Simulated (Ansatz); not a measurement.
I need vertical energies of changing the electron count of AsSe. Use Ansatz's Python interface. Level of theory (for the species named): CAM-B3LYP, def2-SVPD basis, multiplicity 2.

```yaml
atoms:
  - { symbol: As, position_ang: [0.0000, 0.0000, 0.0000] }
  - { symbol: Se, position_ang: [0.0000, 0.0000, 2.2900] }
```

The script, `ip.py`:
```python
import ansatz


def energy_of(molecule, charge=0, unpaired=0):
    calc = (
        molecule.calculation()
        .basis(gaussian='def2-SVPD')
        .functional('cam_b3lyp')
    )
    if charge:
        calc = calc.charge(charge)
    if unpaired:
        calc = calc.spin('collinear', total=unpaired)
    report = calc.run().report
    if report['published_state_doubts']:
        print('  doubts:', report['published_state_doubts'])
    return report['free_energy_ev']

GEOMETRY = '''
As    0.00000    0.00000    0.00000
Se    0.00000    0.00000    2.29000
'''


def main() -> None:
    molecule = ansatz.Crystal.molecule()
    for line in GEOMETRY.strip().splitlines():
        symbol, *xyz = line.split()
        molecule = molecule.atom(symbol, [float(v) for v in xyz])

    parent = energy_of(molecule, 0, 1)
    cation = energy_of(molecule, 1, 0)
    print(f'E(N)   = {parent:.5f} eV')
    print(f'E(N-1) = {cation:.5f} eV  (0 unpaired)')
    print(f'vertical ionisation energy {cation - parent:.3f} eV')
    other = energy_of(molecule, 1, 2)
    print(f'to the state with 2 unpaired electrons: {other - parent:.3f} eV')
    anion = energy_of(molecule, -1, 0)
    print(f'E(N+1) = {anion:.5f} eV  (0 unpaired)')
    print(f'vertical electron affinity {parent - anion:.3f} eV' + ('' if anion < parent else ' (unbound in this basis)'))
    print(f'fundamental gap IP - EA = {cation + anion - 2 * parent:.3f} eV')


if __name__ == '__main__':
    main()
```

```console
$ python ip.py
E(N)   = -126181.71094 eV
E(N-1) = -126173.37621 eV  (0 unpaired)
vertical ionisation energy 8.335 eV
to the state with 2 unpaired electrons: 9.638 eV
E(N+1) = -126182.87651 eV  (0 unpaired)
vertical electron affinity 1.166 eV
fundamental gap IP - EA = 7.169 eV
```

Notes:
- Total energies depend on the basis set; only differences at equal settings carry meaning.
- The geometry is a force-field or estimated start, not a minimum of this method, and the basis set is short of its limit. All parts are taken at fixed geometry, without zero-point energy. At an unrelaxed start these energies can be a whole eV from those at the minimum, and a small affinity can change sign.
- The species is open-shell (spin multiplicity 2).
- The expectation value of S² is noticeably off S(S+1) in at least one run, so that state is spin-contaminated.
- Only the spin states typed were run; another state of an ion can lie lower, by up to an eV or two.
- The spin state was assumed, and another may lie lower.
- Timing: 30 s on 1 thread of Intel(R) Xeon(R) Processor @ 2.30GHz (shared host), peak memory 0.38 GiB.
